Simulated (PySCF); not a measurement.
# Ru, Ru+: ionisation energy in x2c-TZVPPall plus 1 even-tempered diffuse shell per l, part 1 of 2

Wanted: the ionisation energy of ruthenium, up a ladder of methods.

Program: PySCF 2.14.0. Level of theory: unrestricted determinants in a Gaussian basis, no spin-orbit coupling in the energies. These are calculated values, not measurements, unless marked.

### 1 Starting point

* Element: ruthenium (Z = 44)
* Basis: x2c-TZVPPall with one added diffuse shell each of s, p, d, f type (9s7p7d3f1g, 95 functions)
* Hamiltonian: scalar relativity by spin-free X2C-1e
* State 1: Ru: [Kr] 4d7 5s1, high-spin 5F determinant
* State 2: Ru+: [Kr] 4d7, high-spin 4F determinant
* Methods: UHF, LDA, PBE, PBE0, r2SCAN, M06, TPSS, LC-wPBE, TPSSh, MP2
* Core shells frozen in the correlated runs: valence: [Kr]; valence and next inner shell: [Ar] 3d10 (for Ru)

Outer shells as boxes (Hund's rule):

Ru [Kr] 4d7 5s1
```
[Kr] core
4d [↑↓][↑↓][↑ ][↑ ][↑ ]
5s [↑ ]
```

Ru+ [Kr] 4d7
```
[Kr] core
4d [↑↓][↑↓][↑ ][↑ ][↑ ]
```

The runs were made by one driver on top of PySCF. The scripts below sum up each run's settings (the driver also hands on starting orbitals that pick excited configurations, and frozen orbitals as a list rather than a count), and the logs come from the driver's own runs. The driver starts from symmetry-adapted Hartree-Fock orbitals, holds the occupation by maximum overlap and uses a logarithmic radial grid for functionals, so a plain start would take other cycles.

The integrals over 95 functions and the set-up took 4.1 s of CPU time.

### 2 Ru

Level: UHF.

Input file input.py:

```python
from pyscf import gto, scf, dft, mp, cc
import basis_set_exchange as bse
mol = gto.M(atom="Ru 0 0 0", charge=0, spin=4, symmetry="D2h",
            basis=gto.basis.parse(bse.get_basis("x2c-TZVPPall", elements=["Ru"], fmt="nwchem", augment_diffuse=1)),
            nucmod="G")
mf = scf.UHF(mol).sfx2c1e()
mf.irrep_nelec = {'Ag': (9, 7), 'B1g': (2, 2), 'B2g': (2, 1), 'B3g': (2, 1), 'B1u': (3, 3), 'B2u': (3, 3), 'B3u': (3, 3)}
mf.kernel()
```

Output:

```text
damping factor = 0
level_shift factor = 0
DIIS = <class 'pyscf.scf.diis.CDIIS'>
diis_start_cycle = 1
diis_space = 10
diis_damp = 0
SCF conv_tol = 1e-09
SCF conv_tol_grad = None
number electrons alpha = 24  beta = 20
cycle= 1 E= -4527.98946320541  delta_E= -0.00718  |g|= 0.0338  |ddm|= 0.0477
cycle= 2 E= -4527.98979651662  delta_E= -0.000333  |g|= 0.00841  |ddm|= 0.0107
cycle= 3 E= -4527.98982779404  delta_E= -3.13e-05  |g|= 0.00242  |ddm|= 0.00618
cycle= 4 E= -4527.98983060171  delta_E= -2.81e-06  |g|= 0.000983  |ddm|= 0.00153
cycle= 5 E= -4527.9898321483  delta_E= -1.55e-06  |g|= 0.000132  |ddm|= 0.00185
cycle= 6 E= -4527.98983217491  delta_E= -2.66e-08  |g|= 3.88e-05  |ddm|= 0.00022
cycle= 7 E= -4527.98983217635  delta_E= -1.44e-09  |g|= 8.31e-06  |ddm|= 0.000102
cycle= 8 E= -4527.98983217647  delta_E= -1.23e-10  |g|= 8.92e-07  |ddm|= 3.84e-05
converged SCF energy = -4527.98983217647  <S^2> = 6.0044498  2S+1 = 5.0017796
```

CPU time 3.8 s on a shared host, the integrals not counted.

The occupied shells:

| shell | electrons | mean orbital energy (eV) | spread (eV) | rms radius (bohr) |
| --- | --- | --- | --- | --- |
| 1s α | 1 | -22234.0 | 0 | 0.0384 |
| 1s β | 1 | -22234.0 | 0 | 0.0384 |
| 2s α | 1 | -3276.6 | 0 | 0.158 |
| 2s β | 1 | -3275.8 | 0 | 0.158 |
| 2p α | 3 | -2929.0 | 0 | 0.140 |
| 2p β | 3 | -2928.3 | 0 | 0.140 |
| 3s α | 1 | -611.23 | 0 | 0.428 |
| 3s β | 1 | -610.79 | 0 | 0.428 |
| 3p α | 3 | -493.79 | 0 | 0.432 |
| 3p β | 3 | -493.33 | 0 | 0.432 |
| 3d α | 5 | -304.80 | 0.266 | 0.419 |
| 3d β | 5 | -303.76 | 0.976 | 0.419 |
| 4s α | 1 | -95.841 | 0 | 1.09 |
| 4s β | 1 | -91.255 | 0 | 1.09 |
| 4p α | 3 | -61.204 | 0 | 1.22 |
| 4p β | 3 | -55.400 | 0 | 1.22 |
| 4d α | 5 | -11.475 | 1.050 | 1.83 |
| 4d β | 2 | -9.063 | 0 | 1.83 |
| 5s α | 1 | -6.482 | 0 | 3.83 |

⟨S²⟩ = 6.004, ⟨L²⟩ = 12.06.

Spin-orbit constants on these orbitals (cm⁻¹; bare nucleus, screened nucleus, mean field): 4d 1302, 1006, n/a. To first order in LS coupling the lowest level has J = 5 and lies 0.187 eV below the centre of the term.

Level: LDA.

input.py, as changed from the run before:

```diff
@@ -5,3 +5,3 @@
             nucmod="G")
-mf = scf.UHF(mol).sfx2c1e()
+mf = dft.UKS(mol, xc="LDA,VWN").sfx2c1e()
 mf.irrep_nelec = {'Ag': (9, 7), 'B1g': (2, 2), 'B2g': (2, 1), 'B3g': (2, 1), 'B1u': (3, 3), 'B2u': (3, 3), 'B3u': (3, 3)}
```

Output:

```text
damping factor = 0
level_shift factor = 0
DIIS = <class 'pyscf.scf.diis.CDIIS'>
diis_start_cycle = 1
diis_space = 10
diis_damp = 0
SCF conv_tol = 1e-09
SCF conv_tol_grad = None
number electrons alpha = 24  beta = 20
XC functionals = LDA,VWN
    P. A. M. Dirac.,  Math. Proc. Cambridge Philos. Soc. 26, 376 (1930)
    F. Bloch.,  Z. Phys. 57, 545 (1929)
    S. H. Vosko, L. Wilk, and M. Nusair.,  Can. J. Phys. 58, 1200 (1980)
cycle= 1 E= -4525.27455931622  delta_E= -0.0248  |g|= 0.127  |ddm|= 0.439
cycle= 2 E= -4525.26918317029  delta_E= 0.00538  |g|= 0.184  |ddm|= 0.223
cycle= 3 E= -4525.27723619275  delta_E= -0.00805  |g|= 0.0224  |ddm|= 0.14
cycle= 4 E= -4525.27737226165  delta_E= -0.000136  |g|= 0.000704  |ddm|= 0.0145
cycle= 5 E= -4525.27737247113  delta_E= -2.09e-07  |g|= 0.000248  |ddm|= 0.00118
cycle= 6 E= -4525.2773724955  delta_E= -2.44e-08  |g|= 4.29e-06  |ddm|= 0.000262
cycle= 7 E= -4525.2773724955  delta_E= -5.46e-12  |g|= 3.52e-07  |ddm|= 3.44e-06
converged SCF energy = -4525.2773724955  <S^2> = 6.0010208  2S+1 = 5.0004083
```

It used 2.3 s of CPU time after the integrals (shared host).

Level: PBE.

input.py, as changed from the run before:

```diff
@@ -5,3 +5,3 @@
             nucmod="G")
-mf = dft.UKS(mol, xc="LDA,VWN").sfx2c1e()
+mf = dft.UKS(mol, xc="PBE").sfx2c1e()
 mf.irrep_nelec = {'Ag': (9, 7), 'B1g': (2, 2), 'B2g': (2, 1), 'B3g': (2, 1), 'B1u': (3, 3), 'B2u': (3, 3), 'B3u': (3, 3)}
```

Output:

```text
damping factor = 0
level_shift factor = 0
DIIS = <class 'pyscf.scf.diis.CDIIS'>
diis_start_cycle = 1
diis_space = 10
diis_damp = 0
SCF conv_tol = 1e-09
SCF conv_tol_grad = None
number electrons alpha = 24  beta = 20
XC functionals = PBE
    J. P. Perdew, K. Burke, and M. Ernzerhof.,  Phys. Rev. Lett. 77, 3865 (1996)
    J. P. Perdew, K. Burke, and M. Ernzerhof.,  Phys. Rev. Lett. 78, 1396 (1997)
    J. P. Perdew, K. Burke, and M. Ernzerhof.,  Phys. Rev. Lett. 77, 3865 (1996)
    J. P. Perdew, K. Burke, and M. Ernzerhof.,  Phys. Rev. Lett. 78, 1396 (1997)
cycle= 1 E= -4529.92341367001  delta_E= -0.0173  |g|= 0.0902  |ddm|= 0.407
cycle= 2 E= -4529.92066284561  delta_E= 0.00275  |g|= 0.131  |ddm|= 0.17
cycle= 3 E= -4529.92483804022  delta_E= -0.00418  |g|= 0.0146  |ddm|= 0.102
cycle= 4 E= -4529.92489782922  delta_E= -5.98e-05  |g|= 0.000504  |ddm|= 0.00996
cycle= 5 E= -4529.92489792891  delta_E= -9.97e-08  |g|= 0.0002  |ddm|= 0.00075
cycle= 6 E= -4529.92489794569  delta_E= -1.68e-08  |g|= 1.07e-05  |ddm|= 0.00026
cycle= 7 E= -4529.92489794573  delta_E= -4.37e-11  |g|= 8.32e-08  |ddm|= 1.17e-05
converged SCF energy = -4529.92489794573  <S^2> = 6.0010922  2S+1 = 5.0004369
```

CPU time 3.8 s on a shared host, the integrals not counted.

Level: PBE0.

input.py, as changed from the run before:

```diff
@@ -5,3 +5,3 @@
             nucmod="G")
-mf = dft.UKS(mol, xc="PBE").sfx2c1e()
+mf = dft.UKS(mol, xc="PBE0").sfx2c1e()
 mf.irrep_nelec = {'Ag': (9, 7), 'B1g': (2, 2), 'B2g': (2, 1), 'B3g': (2, 1), 'B1u': (3, 3), 'B2u': (3, 3), 'B3u': (3, 3)}
```

Output:

```text
damping factor = 0
level_shift factor = 0
DIIS = <class 'pyscf.scf.diis.CDIIS'>
diis_start_cycle = 1
diis_space = 10
diis_damp = 0
SCF conv_tol = 1e-09
SCF conv_tol_grad = None
number electrons alpha = 24  beta = 20
XC functionals = PBE0
    C. Adamo and V. Barone.,  J. Chem. Phys. 110, 6158 (1999)
    M. Ernzerhof and G. E. Scuseria.,  J. Chem. Phys. 110, 5029 (1999)
cycle= 1 E= -4529.99459474524  delta_E= -0.0111  |g|= 0.0393  |ddm|= 0.297
cycle= 2 E= -4529.9947213329  delta_E= -0.000127  |g|= 0.0248  |ddm|= 0.0863
cycle= 3 E= -4529.99480485356  delta_E= -8.35e-05  |g|= 0.00943  |ddm|= 0.0165
cycle= 4 E= -4529.9948280577  delta_E= -2.32e-05  |g|= 0.00065  |ddm|= 0.0103
cycle= 5 E= -4529.99482841202  delta_E= -3.54e-07  |g|= 0.00017  |ddm|= 0.0021
cycle= 6 E= -4529.99482842433  delta_E= -1.23e-08  |g|= 2.46e-05  |ddm|= 0.000277
cycle= 7 E= -4529.99482842463  delta_E= -3.02e-10  |g|= 9.63e-07  |ddm|= 3.28e-05
converged SCF energy = -4529.99482842463  <S^2> = 6.0015635  2S+1 = 5.0006254
```

CPU time 4.3 s on a shared host, the integrals not counted.

Level: r2SCAN.

input.py, as changed from the run before:

```diff
@@ -5,3 +5,3 @@
             nucmod="G")
-mf = dft.UKS(mol, xc="PBE0").sfx2c1e()
+mf = dft.UKS(mol, xc="R2SCAN").sfx2c1e()
 mf.irrep_nelec = {'Ag': (9, 7), 'B1g': (2, 2), 'B2g': (2, 1), 'B3g': (2, 1), 'B1u': (3, 3), 'B2u': (3, 3), 'B3u': (3, 3)}
```

Output:

```text
damping factor = 0
level_shift factor = 0
DIIS = <class 'pyscf.scf.diis.CDIIS'>
diis_start_cycle = 1
diis_space = 10
diis_damp = 0
SCF conv_tol = 1e-09
SCF conv_tol_grad = None
number electrons alpha = 24  beta = 20
XC functionals = R2SCAN
    J. W. Furness, A. D. Kaplan, J. Ning, J. P. Perdew, and J. Sun.,  J. Phys. Chem. Lett. 11, 8208-8215 (2020)
    J. W. Furness, A. D. Kaplan, J. Ning, J. P. Perdew, and J. Sun.,  J. Phys. Chem. Lett. 11, 9248-9248 (2020)
    J. W. Furness, A. D. Kaplan, J. Ning, J. P. Perdew, and J. Sun.,  J. Phys. Chem. Lett. 11, 8208-8215 (2020)
    J. W. Furness, A. D. Kaplan, J. Ning, J. P. Perdew, and J. Sun.,  J. Phys. Chem. Lett. 11, 9248-9248 (2020)
cycle= 1 E= -4530.32591446135  delta_E= -0.0138  |g|= 0.0618  |ddm|= 0.341
cycle= 2 E= -4530.3255201832  delta_E= 0.000394  |g|= 0.0708  |ddm|= 0.147
cycle= 3 E= -4530.32659887958  delta_E= -0.00108  |g|= 0.0135  |ddm|= 0.049
cycle= 4 E= -4530.32665241104  delta_E= -5.35e-05  |g|= 0.000902  |ddm|= 0.0185
cycle= 5 E= -4530.3266533459  delta_E= -9.35e-07  |g|= 0.00037  |ddm|= 0.0055
cycle= 6 E= -4530.32665339994  delta_E= -5.4e-08  |g|= 3.9e-05  |ddm|= 0.000629
cycle= 7 E= -4530.3266534006  delta_E= -6.57e-10  |g|= 1.45e-06  |ddm|= 4.22e-05
converged SCF energy = -4530.3266534006  <S^2> = 6.0018036  2S+1 = 5.0007214
```

It used 6 s of CPU time after the integrals (shared host).

Level: M06.

input.py, as changed from the run before:

```diff
@@ -5,3 +5,3 @@
             nucmod="G")
-mf = dft.UKS(mol, xc="R2SCAN").sfx2c1e()
+mf = dft.UKS(mol, xc="M06").sfx2c1e()
 mf.irrep_nelec = {'Ag': (9, 7), 'B1g': (2, 2), 'B2g': (2, 1), 'B3g': (2, 1), 'B1u': (3, 3), 'B2u': (3, 3), 'B3u': (3, 3)}
```

Output:

```text
damping factor = 0
level_shift factor = 0
DIIS = <class 'pyscf.scf.diis.CDIIS'>
diis_start_cycle = 1
diis_space = 10
diis_damp = 0
SCF conv_tol = 1e-09
SCF conv_tol_grad = None
number electrons alpha = 24  beta = 20
XC functionals = M06
    Y. Zhao and D. G. Truhlar.,  Theor. Chem. Acc. 120, 215 (2008)
    Y. Zhao and D. G. Truhlar.,  Theor. Chem. Acc. 120, 215 (2008)
cycle= 1 E= -4530.34037887035  delta_E= -0.012  |g|= 0.0513  |ddm|= 0.311
cycle= 2 E= -4530.34046747798  delta_E= -8.86e-05  |g|= 0.0507  |ddm|= 0.144
cycle= 3 E= -4530.34102877244  delta_E= -0.000561  |g|= 0.0101  |ddm|= 0.0314
cycle= 4 E= -4530.34106554536  delta_E= -3.68e-05  |g|= 0.0011  |ddm|= 0.0163
cycle= 5 E= -4530.34106771566  delta_E= -2.17e-06  |g|= 0.000321  |ddm|= 0.00499
cycle= 6 E= -4530.34106778557  delta_E= -6.99e-08  |g|= 5.5e-05  |ddm|= 0.00065
cycle= 7 E= -4530.34106779  delta_E= -4.43e-09  |g|= 1.48e-05  |ddm|= 0.000176
cycle= 8 E= -4530.34106779256  delta_E= -2.56e-09  |g|= 2.33e-06  |ddm|= 0.000264
cycle= 9 E= -4530.3410677926  delta_E= -4.73e-11  |g|= 1.79e-07  |ddm|= 4.19e-05
converged SCF energy = -4530.3410677926  <S^2> = 6.009001  2S+1 = 5.0035991
```

CPU time 8.7 s on a shared host, the integrals not counted.

Level: TPSS.

input.py, as changed from the run before:

```diff
@@ -5,3 +5,3 @@
             nucmod="G")
-mf = dft.UKS(mol, xc="M06").sfx2c1e()
+mf = dft.UKS(mol, xc="TPSS").sfx2c1e()
 mf.irrep_nelec = {'Ag': (9, 7), 'B1g': (2, 2), 'B2g': (2, 1), 'B3g': (2, 1), 'B1u': (3, 3), 'B2u': (3, 3), 'B3u': (3, 3)}
```

Output:

```text
damping factor = 0
level_shift factor = 0
DIIS = <class 'pyscf.scf.diis.CDIIS'>
diis_start_cycle = 1
diis_space = 10
diis_damp = 0
SCF conv_tol = 1e-09
SCF conv_tol_grad = None
number electrons alpha = 24  beta = 20
XC functionals = TPSS
    J. Tao, J. P. Perdew, V. N. Staroverov, and G. E. Scuseria.,  Phys. Rev. Lett. 91, 146401 (2003)
    J. P. Perdew, J. Tao, V. N. Staroverov, and G. E. Scuseria.,  J. Chem. Phys. 120, 6898 (2004)
    J. Tao, J. P. Perdew, V. N. Staroverov, and G. E. Scuseria.,  Phys. Rev. Lett. 91, 146401 (2003)
    J. P. Perdew, J. Tao, V. N. Staroverov, and G. E. Scuseria.,  J. Chem. Phys. 120, 6898 (2004)
cycle= 1 E= -4530.14658410916  delta_E= -0.0165  |g|= 0.0938  |ddm|= 0.424
cycle= 2 E= -4530.14450124703  delta_E= 0.00208  |g|= 0.12  |ddm|= 0.158
cycle= 3 E= -4530.14775503794  delta_E= -0.00325  |g|= 0.0201  |ddm|= 0.094
cycle= 4 E= -4530.14787437064  delta_E= -0.000119  |g|= 0.000983  |ddm|= 0.0159
cycle= 5 E= -4530.14787476778  delta_E= -3.97e-07  |g|= 0.00032  |ddm|= 0.00128
cycle= 6 E= -4530.14787481092  delta_E= -4.31e-08  |g|= 1.38e-05  |ddm|= 0.000411
cycle= 7 E= -4530.14787481099  delta_E= -6.64e-11  |g|= 2.89e-07  |ddm|= 1.76e-05
converged SCF energy = -4530.14787481099  <S^2> = 6.0012705  2S+1 = 5.0005082
```

CPU time 6.2 s on a shared host, the integrals not counted.

Level: LC-wPBE.

input.py, as changed from the run before:

```diff
@@ -5,3 +5,3 @@
             nucmod="G")
-mf = dft.UKS(mol, xc="TPSS").sfx2c1e()
+mf = dft.UKS(mol, xc="LC_WPBE").sfx2c1e()
 mf.irrep_nelec = {'Ag': (9, 7), 'B1g': (2, 2), 'B2g': (2, 1), 'B3g': (2, 1), 'B1u': (3, 3), 'B2u': (3, 3), 'B3u': (3, 3)}
```

Output:

```text
damping factor = 0
level_shift factor = 0
DIIS = <class 'pyscf.scf.diis.CDIIS'>
diis_start_cycle = 1
diis_space = 10
diis_damp = 0
SCF conv_tol = 1e-09
SCF conv_tol_grad = None
number electrons alpha = 24  beta = 20
XC functionals = LC_WPBE
    O. A. Vydrov and G. E. Scuseria.,  J. Chem. Phys. 125, 234109 (2006)
cycle= 1 E= -4529.89117549875  delta_E= -0.0128  |g|= 0.0542  |ddm|= 0.215
cycle= 2 E= -4529.89172824362  delta_E= -0.000553  |g|= 0.0154  |ddm|= 0.0911
cycle= 3 E= -4529.89180624648  delta_E= -7.8e-05  |g|= 0.00345  |ddm|= 0.0343
cycle= 4 E= -4529.89183488749  delta_E= -2.86e-05  |g|= 0.00192  |ddm|= 0.0316
cycle= 5 E= -4529.89183716115  delta_E= -2.27e-06  |g|= 0.000486  |ddm|= 0.00537
cycle= 6 E= -4529.89183747318  delta_E= -3.12e-07  |g|= 2.21e-05  |ddm|= 0.00333
cycle= 7 E= -4529.89183747434  delta_E= -1.17e-09  |g|= 3.63e-06  |ddm|= 0.000275
cycle= 8 E= -4529.89183747438  delta_E= -4.18e-11  |g|= 5.61e-07  |ddm|= 6.81e-05
converged SCF energy = -4529.89183747438  <S^2> = 6.0016168  2S+1 = 5.0006467
```

CPU time 9.9 s on a shared host, the integrals not counted.

Level: TPSSh.

input.py, as changed from the run before:

```diff
@@ -5,3 +5,3 @@
             nucmod="G")
-mf = dft.UKS(mol, xc="LC_WPBE").sfx2c1e()
+mf = dft.UKS(mol, xc="TPSSH").sfx2c1e()
 mf.irrep_nelec = {'Ag': (9, 7), 'B1g': (2, 2), 'B2g': (2, 1), 'B3g': (2, 1), 'B1u': (3, 3), 'B2u': (3, 3), 'B3u': (3, 3)}
```

Output:

```text
damping factor = 0
level_shift factor = 0
DIIS = <class 'pyscf.scf.diis.CDIIS'>
diis_start_cycle = 1
diis_space = 10
diis_damp = 0
SCF conv_tol = 1e-09
SCF conv_tol_grad = None
number electrons alpha = 24  beta = 20
XC functionals = TPSSH
    V. N. Staroverov, G. E. Scuseria, J. Tao, and J. P. Perdew.,  J. Chem. Phys. 119, 12129 (2003)
cycle= 1 E= -4530.15289253384  delta_E= -0.0142  |g|= 0.0701  |ddm|= 0.374
cycle= 2 E= -4530.15246707954  delta_E= 0.000425  |g|= 0.0701  |ddm|= 0.122
cycle= 3 E= -4530.1534111621  delta_E= -0.000944  |g|= 0.0168  |ddm|= 0.0536
cycle= 4 E= -4530.1534919219  delta_E= -8.08e-05  |g|= 0.000706  |ddm|= 0.0146
cycle= 5 E= -4530.15349218327  delta_E= -2.61e-07  |g|= 0.000255  |ddm|= 0.000737
cycle= 6 E= -4530.15349221025  delta_E= -2.7e-08  |g|= 2.1e-05  |ddm|= 0.00031
cycle= 7 E= -4530.15349221043  delta_E= -1.75e-10  |g|= 1.56e-07  |ddm|= 3.12e-05
converged SCF energy = -4530.15349221043  <S^2> = 6.0014441  2S+1 = 5.0005776
```

CPU time 8.3 s on a shared host, the integrals not counted.

### 3 Ru, continued

Level: MP2 (valence).

Changes to input.py since step 2:

```diff
@@ -5,4 +5,5 @@
             nucmod="G")
-mf = dft.UKS(mol, xc="TPSSH").sfx2c1e()
+mf = scf.UHF(mol).sfx2c1e()
 mf.irrep_nelec = {'Ag': (9, 7), 'B1g': (2, 2), 'B2g': (2, 1), 'B3g': (2, 1), 'B1u': (3, 3), 'B2u': (3, 3), 'B3u': (3, 3)}
 mf.kernel()
+mp.UMP2(mf, frozen=18).kernel()
```

The driver printed no log here.

It used 0.77 s of CPU time after the integrals (shared host).

With 8 electrons correlated, the MP2 correlation energy is -0.18838 hartree (-0.08399 same spin, -0.10439 opposite spin); the SCS form gives -0.15326. Largest pairs of shells: 4d-4d -0.1591, 4d-5s -0.0293, 5s-5s 0.0000.

Level: MP2 (valence and next inner shell).

input.py, as changed from the run before:

```diff
@@ -8,2 +8,2 @@
 mf.kernel()
-mp.UMP2(mf, frozen=18).kernel()
+mp.UMP2(mf, frozen=14).kernel()
```

No log was kept for this step.

It used 0.99 s of CPU time after the integrals (shared host).

With 16 electrons correlated, the MP2 correlation energy is -0.48680 hartree (-0.16589 same spin, -0.32092 opposite spin); the SCS form gives -0.44040. Largest pairs of shells: 4p-4d -0.1689, 4d-4d -0.1591, 4p-4p -0.0626, 4d-5s -0.0293, 4s-4p -0.0283.

Radial density 4πr²ρ of Ru at UHF, without picture-change correction:

| r (bohr) | density | spin density |
| --- | --- | --- |
| 0.000549 | 0.500 | 0.000 |
| 0.000924 | 1.20 | 0.000 |
| 0.00155 | 2.83 | 0.000 |
| 0.00261 | 6.43 | 0.000 |
| 0.00440 | 13.8 | 0.001 |
| 0.00739 | 27.0 | 0.002 |
| 0.0124 | 44.5 | 0.002 |
| 0.0209 | 56.0 | 0.002 |
| 0.0352 | 50.6 | -0.002 |
| 0.0592 | 50.9 | 0.003 |
| 0.0996 | 69.7 | 0.076 |
| 0.167 | 49.9 | 0.311 |
| 0.282 | 52.6 | 0.428 |
| 0.474 | 33.2 | -0.005 |
| 0.797 | 13.3 | 1.058 |
| 1.34 | 10.3 | 2.055 |
| 2.25 | 2.44 | 1.058 |
| 3.79 | 0.463 | 0.333 |
| 6.38 | 0.0444 | 0.042 |
| 10.7 | 0.000359 | 0.000 |

(Continued in part 2 of 2.)
